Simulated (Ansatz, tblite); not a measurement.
# The cluster Zn7H20Se7: a ladder of methods and basis sets

The task here is to estimate one member of a computed series from the others.

Computed with Ansatz 0.2.0, Gaussian basis. Level: as each input shows.

The runs, in order: GFN1-xTB, GFN2-xTB, PBE-D4/def2-TZVP, r2SCAN-D4/def2-TZVP, BHLYP-D4/def2-TZVP, PBE-D4/def2-SVP, PBE0-D4/def2-SVP, HF/STO-3G, MP2/def2-SVP.

2 further runs of the same task are left out: 2 set aside as unsound or not needed.

**The structure**

The geometry is that of the singlet, from an earlier relaxation (PBE-D4/def2-SVP).

34 atoms, charge 0, spin multiplicity 1.

Bond lengths: Se1–Zn9 2.593 Å, Se1–H25 1.498 Å, Se1–H26 1.493 Å, Se2–Zn8 2.705 Å, Se2–Zn10 2.645 Å, Se2–Zn11 2.769 Å, Se2–H27 1.484 Å, Se3–Zn8 2.539 Å, Se3–Zn12 2.538 Å, Se3–Zn14 2.537 Å, Se3–H28 1.482 Å, Se4–Zn9 2.590 Å, Se4–H29 1.492 Å, Se4–H30 1.498 Å, Se5–Zn9 2.596 Å, Se5–H31 1.490 Å, Se5–H32 1.499 Å, Se6–Zn10 2.768 Å and more. Angles: Zn9–Se1–H25 89.4°, Zn9–Se1–H26 93.0°, H25–Se1–H26 89.3°, Zn8–Se2–Zn10 97.4°, Zn8–Se2–Zn11 59.4°, Zn8–Se2–H27 87.9°, Zn10–Se2–Zn11 144.0°, Zn10–Se2–H27 98.1°, Zn11–Se2–H27 107.2°, Zn8–Se3–Zn12 113.8°, Zn8–Se3–Zn14 113.0°, Zn8–Se3–H28 105.6°, Zn12–Se3–Zn14 112.6°, Zn12–Se3–H28 105.9°, Zn14–Se3–H28 105.1°, Zn9–Se4–H29 93.3°, Zn9–Se4–H30 89.0°, H29–Se4–H30 89.2° and more.

PBE0-D4/def2-TZVP was run before; its log isn't repeated, and its numbers join the tables.

The first run:

Tight binding, by tblite at 300 K electronic temperature and without a spin-polarisation term:

```python
tblite.interface.Calculator('GFN1-xTB', numbers, positions, charge=0, uhf=0).singlepoint()
```

Tight binding, by tblite at 300 K electronic temperature and without a spin-polarisation term:

```python
tblite.interface.Calculator('GFN2-xTB', numbers, positions, charge=0, uhf=0).singlepoint()
```

start.molden holds the orbitals of an earlier run on this state, given as this run's starting guess.

Contents of in.yaml:

```yaml
crystal:
  periodic: [false, false, false]
  atoms:
    - {symbol: Se, position_ang: [-3.292237, 0.424935, -0.796015]}
    - {symbol: Se, position_ang: [-0.380371, -1.797482, -0.983573]}
    - {symbol: Se, position_ang: [1.996134, -2.011750, 2.003127]}
    - {symbol: Se, position_ang: [-0.421748, 0.809534, -3.315711]}
    - {symbol: Se, position_ang: [-0.805315, 3.322478, -0.412830]}
    - {symbol: Se, position_ang: [1.778478, 0.984969, -0.369916]}
    - {symbol: Se, position_ang: [-0.979553, 0.354006, 1.833970]}
    - {symbol: Zn, position_ang: [0.319422, -3.583063, 0.924385]}
    - {symbol: Zn, position_ang: [-2.278945, 2.291132, -2.284051]}
    - {symbol: Zn, position_ang: [2.052950, -1.306771, -1.898231]}
    - {symbol: Zn, position_ang: [-1.897095, -2.068584, 1.317120]}
    - {symbol: Zn, position_ang: [0.948566, -0.329624, 3.589569]}
    - {symbol: Zn, position_ang: [1.312283, 1.889595, 2.073504]}
    - {symbol: Zn, position_ang: [3.558929, -0.926158, 0.325772]}
    - {symbol: H, position_ang: [0.689492, -4.970106, 0.309585]}
    - {symbol: H, position_ang: [-0.900416, -3.178497, 2.061706]}
    - {symbol: H, position_ang: [-3.188581, 3.194116, -3.181238]}
    - {symbol: H, position_ang: [2.021185, -1.103579, -3.452454]}
    - {symbol: H, position_ang: [-3.450301, -2.033550, 1.104586]}
    - {symbol: H, position_ang: [0.370439, -0.687525, 4.994810]}
    - {symbol: H, position_ang: [2.083913, 0.887823, 3.156382]}
    - {symbol: H, position_ang: [1.088446, 3.441239, 2.044879]}
    - {symbol: H, position_ang: [3.147799, -2.062538, -0.895971]}
    - {symbol: H, position_ang: [4.949940, -0.316844, 0.690616]}
    - {symbol: H, position_ang: [-4.341937, 0.187621, -1.837871]}
    - {symbol: H, position_ang: [-4.218698, 1.369596, -0.105250]}
    - {symbol: H, position_ang: [-0.706571, -2.946939, -1.863274]}
    - {symbol: H, position_ang: [2.865782, -2.871891, 2.839520]}
    - {symbol: H, position_ang: [-1.377130, 0.073646, -4.194124]}
    - {symbol: H, position_ang: [-0.244404, 1.830952, -4.397629]}
    - {symbol: H, position_ang: [0.016004, 4.130040, -1.358597]}
    - {symbol: H, position_ang: [-1.783437, 4.454530, -0.316977]}
    - {symbol: H, position_ang: [2.931616, 1.863284, -0.687198]}
    - {symbol: H, position_ang: [-1.861939, 0.674002, 2.982982]}
basis:
  gaussian: {orbitals: def2-TZVP, fitting: {mean_field: def2-universal-jkfit}, initial_orbitals: start.molden}
hamiltonian: {xc: pbe, dispersion: d4}
scf: {omitted_lower_state_checks: [starts]}
output: {forces: true, orbitals: {seedname: orbitals}}
```

Started as:

```console
> ansatz run in.yaml --threads 4 --pin off --events-out ev --progress --plain --max-ram 66560MiB --backend cuda --devices 0, --max-vram 37GiB
```

Among the steps run: PBE-D4/def2-TZVP; r2SCAN-D4/def2-TZVP; BHLYP-D4/def2-TZVP; PBE-D4/def2-SVP; PBE0-D4/def2-SVP; HF/STO-3G; MP2/def2-SVP.

One of the session's tables, all rows but one given; the rest of the session is left out.

It belongs to the step «Binding energy». 

```
              level  binding an atom (eV)
          HF/STO-3G                 1.764
        HF/def2-SVP                 1.424
    PBE-D4/def2-SVP                 2.190
   PBE-D4/def2-TZVP                 2.110
r2SCAN-D4/def2-TZVP                 2.164
   PBE0-D4/def2-SVP                 2.167
  PBE0-D4/def2-TZVP                 2.105
 BHLYP-D4/def2-TZVP                     ?
       MP2/def2-SVP                 1.972
```

Q: Estimate the row for BHLYP-D4/def2-TZVP from the others.

As computed: binding an atom (eV): 2.066. In the column «binding an atom (eV)» it lies between MP2/def2-SVP (1.972) and PBE0-D4/def2-TZVP (2.105).

Limits of these values: Free atoms were run apart at each level; binding is atoms less cluster, divided by the number of atoms, without zero-point or spin-orbit terms.
